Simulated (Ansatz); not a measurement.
# Ta: the cost of one run

Method: DFT r2SCAN, scalar-relativistic, plane waves, PAW, in Ansatz 0.2.0.

## Step 1: The system as given

Symmetry: Fm-3m, No. 225, cubic system. The conventional cell has a = 4.220 Å, b = 4.220 Å, c = 4.220 Å, α = 90.00°, β = 90.00°, γ = 90.00°. Ta (site symmetry m-3m) is surrounded by 12 Ta at 2.98 Å.

Coordinates:

```
CELL_PARAMETERS angstrom
0.00000 2.11000 2.11000
2.11000 0.00000 2.11000
2.11000 2.11000 0.00000
ATOMIC_POSITIONS crystal
Ta 0.00000 0.00000 0.00000
```

No relaxation comes first: the listed cell is the starting point.

## Step 2: Zero of energy

Reference values: F = -9944.0817 eV; pressure -1.67 GPa; largest force 0.000 eV/Å; gap on the mesh none (metal). It was computed beforehand with the settings of the runs below.

## Step 3: The scan: a two-dimensional strain map

The cell is strained by p along both x and y and by q along z, with fractional coordinates fixed.

## Step 4: Point p = -0.030, q = -0.030

File input.yaml:

```yaml
crystal:
  lattice:
    - [0.0, 2.0467, 2.0467]
    - [2.0467, 0.0, 2.0467]
    - [2.0467, 2.0467, 0.0]
  atoms:
    - { symbol: Ta, position: [0.0, 0.0, 0.0] }
basis:
  ecutwfc: 500
kpoints:
  mp_grid: { grid: [20, 20, 20] }
hamiltonian:
  xc: r2scan
scf:
  occupations: { method: gaussian, width: 0.15 }
output:
  forces: true
  stress: true
  eigenvalues: true
```

Started as:

```console
> ansatz run input.yaml --threads 1 --pin off --max-ram 2560MiB --backend cpu --events-out ev --progress --plain --runs-dir out
```

Q: Estimate wall time and peak memory on 1 thread of Intel Xeon at 2.50GHz (Skylake/Cascade Lake), shared host.

About 14 s, with a peak of 0.42 GiB.
